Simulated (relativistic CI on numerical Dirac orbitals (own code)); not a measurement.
# Ne IX (Ne⁸⁺): levels and lines

The task is the spectrum of Ne⁸⁺: levels, purity of their labels, lifetimes and lines; further runs change one setting each.

Method: Dirac-Coulomb-Breit CI, KLI orbitals optimised for each configuration, model QED (radiative potential, 1s self-energy scaled to tabulated hydrogen-like ionisation energies). Code: relativistic CI on numerical Dirac orbitals (own code) version 2.

## 1. The system

| Quantity | Value |
| --- | --- |
| ion | Ne⁸⁺ (Ne IX) |
| nuclear charge | 10 |
| electrons | 2 |
| isotope | A = 20 |
| first configuration typed | 1s2 |

Outer shells as boxes (Hund's rule):

first configuration typed
```
1s [↑↓]
```

## 2. CI with the chosen configurations

Settings of the run:

```ini
atom Ne  Z=10  charge=8  electrons=2
nucleus A=20  rms_radius_fm=3.0055
hamiltonian dirac-coulomb  breit=on  qed=on  c_scale=1
orbitals kli  potential=per-configuration
slater_scale 1
correlation none
mixing on
configurations
  1s2
  1s 2s
  1s 2p
  1s 3s
  1s 3p
  1s 3d
  1s 4s
  1s 4p
  1s 4d
  1s 4f
  1s 5s
  1s 5p
  1s 5d
  1s 5f
  1s 5g
  1s 6s
  1s 6p
  1s 6d
end
```

## 3. The first configuration alone

The settings differ from step 2 so:

```diff
@@ -9,19 +9,2 @@
   1s2
-  1s 2s
-  1s 2p
-  1s 3s
-  1s 3p
-  1s 3d
-  1s 4s
-  1s 4p
-  1s 4d
-  1s 4f
-  1s 5s
-  1s 5p
-  1s 5d
-  1s 5f
-  1s 5g
-  1s 6s
-  1s 6p
-  1s 6d
 end
```

## 4. Non-relativistic limit (c × 1000)

Settings of the run:

```ini
atom Ne  Z=10  charge=8  electrons=2
nucleus A=20  rms_radius_fm=3.0055
hamiltonian dirac-coulomb  breit=off  qed=off  c_scale=1000
orbitals kli  potential=per-configuration
slater_scale 1
correlation none
mixing on
configurations
  1s2
  1s 2s
  1s 2p
  1s 3s
  1s 3p
  1s 3d
  1s 4s
  1s 4p
  1s 4d
  1s 4f
  1s 5s
  1s 5p
  1s 5d
  1s 5f
  1s 5g
  1s 6s
  1s 6p
  1s 6d
end
```

(Steps that only read results are left out.)

Before running it: what results should come out? Wanted: lowest level; first excitation; lowest level of the other parity; fastest E1 line; ionisation energy.

The runs gave:

| run | time | mean size of shift, levels followed (cm⁻¹) | lowest level | ionisation energy (eV) |
| --- | --- | --- | --- | --- |
| main run | 1.3 s | 0 | 1s2 1S0 | 1194.5 |
| the first configuration alone | 0.056 s | - | 1s2 1S0 | - |
| non-relativistic limit (c × 1000) | 0.37 s | 6921 | 1s2 1S0 | - |

The tabulated theoretical ionisation energy (NIST) is 1195.81 eV.

| quantity | value |
| --- | --- |
| lowest level | 1s2 1S0 |
| first excitation | 1s 2s 3S1, 903.88 eV |
| lowest level of the other parity | 1s 2p 3P°0, 913.63 eV |
| levels in the model | 59 |
| fastest E1 line (by rate) to the lowest level | 1.346 nm, from 1s 2p 1P°1 |
| ionisation energy | 1194.5 eV |
| ionisation energy, tabulated theoretical (NIST) | 1195.81 eV |

**Reading.** The lowest level is 1s2 1S0, 100 % pure in LS and 100 % in jj coupling; over the low levels the means are 100 and 92 %, so both schemes do about equally well. The ionisation energy from the two ground configurations alone is 0.11 % below the tabulated theoretical value. Of the changes tried, the run «non-relativistic limit (c × 1000)» moves the low levels most, by 6921 cm⁻¹ on average. Lifetimes count radiative decay inside the model alone.
